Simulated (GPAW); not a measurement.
# GaF (F-43m) in GPAW: settings compared, part 2 of 2

GPAW 26.7.0. Earlier steps stand in the parts before.

### 5 Relaxation of cell and atoms, revPBE+D3(op)

Input file run.py:

```python
from ase.calculators.mixing import SumCalculator
from ase.filters import FrechetCellFilter
from ase.io import read, write
from ase.optimize import BFGS
from dftd3.ase import DFTD3
from gpaw import GPAW, PW

atoms = read('POSCAR')

calc = GPAW(mode=PW(800),
            xc='revPBE',
            kpts={'size': (8, 8, 8), 'gamma': True},
            occupations={'name': 'fermi-dirac', 'width': 0.05},
            nbands=13,
            convergence={'density': 1e-05, 'forces': 0.0001},
            maxiter=150,
            txt='gpaw.txt')
atoms.calc = SumCalculator([calc, DFTD3(method='revpbe', damping='d3op')])
opt = BFGS(FrechetCellFilter(atoms), trajectory='relax.traj', logfile='-')
done = opt.run(fmax=0.02, steps=60)
calc.write('gs.gpw')
write('result.traj', atoms)
print('Converged:', done)
print('Cell:', atoms.cell.cellpar().round(4))
print('Volume:', round(atoms.get_volume(), 4))
print(atoms.get_scaled_positions().round(5))
```

Input file POSCAR:

```
GaF
1.0
    0.0000000000      2.8462400000      2.8462400000
    2.8462400000      0.0000000000      2.8462400000
    2.8462400000      2.8462400000      0.0000000000
Ga F
1 1
Direct
    0.2500000000      0.2500000000      0.2500000000
    0.0000000000      0.0000000000      0.0000000000
```

Potentials or basis: the program's PAW data sets (release 1.2.1) made for this functional, pw.

On the command line:

```sh
OMP_NUM_THREADS=1 python run.py
```

gpaw.txt:

```text
__  _  _
 | _ |_)|_||  |
 |__||  | ||/\| - 26.7.0

Input parameters:
  mode=PW(ecut=800.0),
  convergence={'density': 1e-05, 'forces': 0.0001},
  kpts=MonkhorstPack(size=(8, 8, 8), gamma=True),
  maxiter=150,
  nbands=13,
  occupations=Occupations(name='fermi-dirac', width=0.05),
  xc=XC(name='revPBE')

Diagonalizing LCAO Hamiltonian
Converting LCAO to pw mode

           Ga

       F

Atoms  # Å, Bohr magnetons
|   | symbol |        x |        y |        z |    initial magnetic moments |
|---|--------|----------|----------|----------|-----------------------------|
[... 1248 lines left out ...]
|---|--------|----------|----------|----------|-----------------------------|
| 0 |     Ga | 1.450777 | 1.450777 | 1.450777 | ( 0.0000,  0.0000,  0.0000) |
| 1 |      F | 0.000000 | 0.000000 | 0.000000 | ( 0.0000,  0.0000,  0.0000) |

Unit cell  # Å
| periodic |         x |        y |        z |  lengths |    angles |
|----------|-----------|----------|----------|----------|-----------|
|      yes | -0.000000 | 2.901554 | 2.901554 | 4.103416 | 60.000000 |
|      yes |  2.901554 | 0.000000 | 2.901554 | 4.103416 | 60.000000 |
|      yes |  2.901554 | 2.901554 | 0.000000 | 4.103416 | 60.000000 |

Number of symmetries: 24
Symmetry operations  # r_c * U_cc + t_c -> r_c
|    | kind |            matrix            |
|----|------|------------------------------|
|  0 |  E   |  1, 0, 0,  0, 1, 0,  0, 0, 1 |
|  1 |  σ   |  1, 0, 0,  0, 0, 1,  0, 1, 0 |
|  2 |  σ   |  1, 0,-1,  0, 1,-1,  0, 0,-1 |
|  3 |  C3  |  1, 0,-1,  0, 0,-1,  0, 1,-1 |
|  4 |  C3  |  1,-1, 0,  0,-1, 1,  0,-1, 0 |
|  5 |  σ   |  1,-1, 0,  0,-1, 0,  0,-1, 1 |
|  6 |  σ   |  0, 1, 0,  1, 0, 0,  0, 0, 1 |
|  7 |  C3  |  0, 1, 0,  0, 0, 1,  1, 0, 0 |
|  8 |  C2  |  0, 1,-1,  1, 0,-1,  0, 0,-1 |
[... 196 lines left out ...]
Gap: 2.567 eV
Transition (v -> c):
  (s=0, k=16, n=4, [0.50, 0.25, -0.25]) -> (s=0, k=24, n=5, [0.50, 0.50, 0.00])
Direct/indirect transitions are different
Direct gap: 2.581 eV
Transition at: (s=0, k=24, n=4, [0.50, 0.50, 0.00])

Stress tensor  # eV/Ang^3
|        x |         y |         z |
|----------|-----------|-----------|
| 0.006084 |  0.000000 |  0.000000 |
| 0.000000 |  0.006084 | -0.000000 |
| 0.000000 | -0.000000 |  0.006084 |

Forces  # eV/Ang
|        x |        y |        z |
|----------|----------|----------|
| -0.00000 | -0.00000 | -0.00000 |  # Ga   0
|  0.00000 |  0.00000 |  0.00000 |  # F    1

# Writing to gs.gpw (mode='')
```

stdout:

```text
Step          Energy          fmax
BFGS:    0       -7.625594        0.821235
BFGS:    1       -7.656153        0.680442
BFGS:    2       -7.675656        0.432285
BFGS:    3       -7.690386        0.171378
BFGS:    4       -7.687489        0.142137
BFGS:    5       -7.690523        0.015917
Converged: True
Cell: [ 4.1034  4.1034  4.1034 60.     60.     60.    ]
Volume: 48.8564
[[0.25 0.25 0.25]
 [0.   0.   0.  ]]
```

Run time: 81 s. Hardware: 1 thread of Arm Neoverse V2, shared host; peak memory 0.27 GiB.

Results:

| Quantity | Value |
| --- | --- |
| Free energy | -7.6905 eV |
| Relaxed volume | 24.43 Å³/atom |
| Relaxed cell | a = 4.103 Å, b = 4.103 Å, c = 4.103 Å, α = 60.00°, β = 60.00°, γ = 60.00° |
| Space group after relaxing (to 0.05 Å) | F-43m (No. 216) |
| Energy gained by relaxing | 32.5 meV/atom |
| Ionic steps | 6 |
| Pressure after relaxing | -0.1 GPa |
| Band gap on the k mesh | 2.57 eV, indirect (least direct gap 2.58 eV) |
| Dispersion energy per atom | -0.301 eV |

The path:
```
step  energy change (eV)  largest force (eV/Å)  pressure (GPa)  volume (Å³)
   1              0.0000                0.0000            5.71        46.12
   2             -0.0306                0.0000            4.65        46.93
   3             -0.0501                0.0000           -2.71        51.10
   4             -0.0648                0.0000           -1.11        49.44
   5             -0.0619                0.0000            0.94        48.38
   6             -0.0649                0.0000           -0.10        48.86
```

Final structure:
```
Ga F
1.0
     0.00000    2.90155    2.90155
     2.90155    0.00000    2.90155
     2.90155    2.90155    0.00000
Ga F
1 1
Direct
  0.25000 0.25000 0.25000
  0.00000 0.00000 0.00000
```

Caveat: the data sets keep Ga 3d, Li 1s and Be 1s frozen, and some such compounds lay over 1.5 % in volume off other programs; later steps reuse the first step's grids. A k mesh can miss the band edges.

### 6 The runs side by side

| level | gap on the mesh (eV) | pressure (GPa) | relaxed volume (Å³/atom) |
| --- | --- | --- | --- |
| revPBE | 2.40 | 0.0 | 23.38 |
| revPBE+D3 | 2.64 | 0.0 | 24.92 |
| revPBE+D3(BJ) | 2.57 | -0.1 | 24.48 |
| revPBE+D3(op) | 2.57 | -0.1 | 24.43 |

Alike in all rows: task relaxation of cell and atoms; potentials or basis the program's PAW data sets (release 1.2.1) made for this functional, pw; no spin polarisation; cell relaxed; k mesh 8 × 8 × 8; cutoff (eV) 800; smearing fermi-dirac 0.05 eV.

Caveats: the data sets keep Ga 3d, Li 1s and Be 1s frozen, and some such compounds lay over 1.5 % in volume off other programs; later steps reuse the first step's grids.

Absolute energies hang on the potentials; compare differences alone.
